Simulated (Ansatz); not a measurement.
C, space group Fmmm, a test of the smearing width

Computed with Ansatz 0.2.0, Python API.

The cells in order, each with its output:

```python
import ansatz as az

FUNCTIONAL = 'lda'
CUTOFF_EV = 450
KMESH = (16, 16, 16)
```

```python
lattice = az.Lattice.of(
    (0.0, 2.127, 3.348),
    (1.228, 0.0, 3.348),
    (1.228, 2.127, 0.0),
)
sites = [
    ('C', (1 / 6, 5 / 6, 1 / 6)),
    ('C', (5 / 6, 1 / 6, 5 / 6)),
]
cell = az.Crystal(lattice=lattice)
for symbol, position in sites:
    cell = cell.atom(symbol, position)
```

```python
len(cell.resolved().sites)
```

    2

```python
calculation = (
    cell.calculation()
    .functional(FUNCTIONAL)
    .pseudopotentials('paw')
    .basis(CUTOFF_EV)
    .kpoints(mesh=KMESH)
    .stress()
)
```

```python
rows = []
for value in [0.5, 0.3, 0.2, 0.1]:
    data = calculation.occupations('methfessel_paxton', width=value).run().report
    rows.append((value, data['free_energy_ev'] / len(data['lattice']['sites']), data['n_iterations'], sum(data['stress_gpa'][i][i] for i in range(3)) / 3, data['n_kpoints']))
```

```python
print('  width (eV)   F/atom (eV)    iterations       P (GPa)      k-points')
for row in rows:
    print(f'{str(row[0]):>12s}  {row[1]:12.5f}  {row[2]:12d}  {row[3]:12.3f}  {row[4]:12d}')
```

      width (eV)   F/atom (eV)    iterations       P (GPa)      k-points
             0.5    -242.98278             5        -3.822           621
             0.3    -242.98299             5        -3.805           621
             0.2    -242.98301             5        -3.800           621
             0.1    -242.98305             5        -3.799           621

```python
for row in rows[:-1]:
    shift = 1000 * (row[1] - rows[-1][1])
    print(f'{row[0]}: {shift:+.2f} meV/atom' + ('  (within 1 meV)' if abs(shift) < 1 else ''))
```

    0.5: +0.27 meV/atom  (within 1 meV)
    0.3: +0.05 meV/atom  (within 1 meV)
    0.2: +0.03 meV/atom  (within 1 meV)

Reading the output:
- Cold and Methfessel-Paxton smearing aren't meant for a gap as narrow as their width.
- Pressure is positive in compression.
- This isn't the structure that C takes at ambient conditions.
- Run time: 23 s on 1 thread of Intel(R) Xeon(R) Platinum 8259CL CPU @ 2.50GHz (Skylake/Cascade Lake) (shared host), peak memory 0.46 GiB.
